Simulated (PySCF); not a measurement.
# MgBi+: bond curves at several levels of theory

The task here is to estimate one member of a computed series from the others.

Program: PySCF 2.14.0. Level of theory: Mg aug-cc-pVDZ, Bi aug-cc-pVDZ-PP with ECP60, scalar-relativistic core potentials. These are calculated values, not measurements.

The first run:

The job is set up so:

* atoms: Mg, Bi
* charge: 1
* basis: Mg aug-cc-pVDZ, Bi aug-cc-pVDZ-PP with ECP60
* Hamiltonian: scalar-relativistic core potentials
* basis functions: 59
* electrons treated: 34
* masses in u: 23.9850, 208.9804
* levels: PBE0, PBE, r²SCAN, revPBE, TPSSh, r²SCAN0, LC-ωPBE, HF, MP2, SCS-MP2
* grid: 80 radial by 434 angular points
* occupations: held fixed by the projection of orbital angular momentum
* dissociation limit: Mg + Bi+, each in its ground configuration
* starting distance in angstrom: 2.915
* values of 2S to try: 0, 2

Command:

```
> OMP_NUM_THREADS=1 python dia.py task.json out
```

Steps of the session up to this table: Set-up; PBE0 along the bond; Other states along the same grid; PBE; r²SCAN (meta-GGA); revPBE; TPSSh; r²SCAN0 (hybrid meta-GGA); LC-ωPBE (range-separated hybrid); ROHF (mean field).

One of the session's tables, all rows but one given; the rest of the session is left out.

Energy (eV) from each level's lowest point:

| R (Å) | ROHF | ROHF-MP2 | ROHF-SCS-MP2 | PBE | revPBE |
| --- | --- | --- | --- | --- | --- |
| 2.435 | 0.599 | 0.536 | 0.573 | 0.525 | 0.569 |
| 2.548 | 0.281 | 0.232 | 0.260 | 0.235 | 0.265 |
| 2.661 | 0.100 | 0.069 | 0.086 | 0.076 | 0.093 |
| 2.746 | 0.029 | 0.013 | 0.022 | 0.018 | 0.026 |
| 2.831 | 0.000 | 0.000 | 0.000 | 0.000 | 0.000 |
| 2.916 | 0.003 | 0.019 | 0.010 | 0.011 | 0.004 |
| 3.029 | 0.042 | 0.081 | 0.059 | 0.059 | 0.042 |
| 3.171 | ? | ? | ? | ? | ? |
| 3.341 | 0.269 | 0.366 | 0.311 | 0.288 | 0.248 |
| 3.567 | 0.478 | 0.611 | 0.534 | 0.481 | 0.425 |

Q: Estimate the row for R (Å) = 3.171 from the others.

Worked estimate for «ROHF». A straight line through the neighbours (3.029, 0.042) and (3.341, 0.269) gives 0.042 + (0.269 − 0.042) × (3.171 − 3.029) / (3.341 − 3.029) = 0.145; a parabola fitted to 4 rows on both sides gives 0.135.

**Answer.** ROHF: 0.130; ROHF-MP2: 0.197; ROHF-SCS-MP2: 0.159; PBE: 0.152; revPBE: 0.124. In «ROHF» the line misses by +0.015 and the parabola by +0.005.
